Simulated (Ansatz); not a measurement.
# Co2Pd (P-3m1) in Ansatz: equation of state

Aim: energy against volume of Co2Pd in PBEsol, for its equilibrium volume and stiffness.

Program: Ansatz 0.2.0. These are calculated values, not measurements. Logs are shortened: lines on timing, memory, paths and dates and some standing lists are left out, and cuts for length are marked.

**1. Starting point**

Symmetry: P-3m1, No. 164, trigonal system. Conventional cell: a = 2.638 Å, b = 2.638 Å, c = 6.319 Å, α = 90.00°, β = 90.00°, γ = 120.00°. Pd (site symmetry -3m) is surrounded by 6 Pd at 2.64 Å and 6 Co at 2.68 Å. Around Co (site symmetry 3m) lie 9 Co at 2.43 to 2.64 Å and 3 Pd at 2.68 Å.

The cell comes from a database or a generator and needn't be the stable form of this composition.

**2. Equation of state, PBEsol, collinear spin, ferromagnetic start**

Potentials or basis: all-electron LAPW, scalar-relativistic.

No new run: the results of the series are fitted here.

Results:

| Quantity | Value |
| --- | --- |
| Equilibrium volume | 12.02 Å³/atom |
| Bulk modulus at fixed shape and positions | 220 GPa |
| Pressure derivative of the bulk modulus | 4.9 |

Energy against volume, from the lowest point:
```
volume (Å³/atom)  energy (meV/atom)
          11.933               0.00
          12.187               1.10
          12.440               9.00
          12.694              22.89
          12.948              42.07
          13.202              65.91
          13.456              93.86
```

Caveat: the cell was scaled at fixed shape and fractional positions, which overstates the stiffness of a crystal with free parameters, most of all of layers and chains.
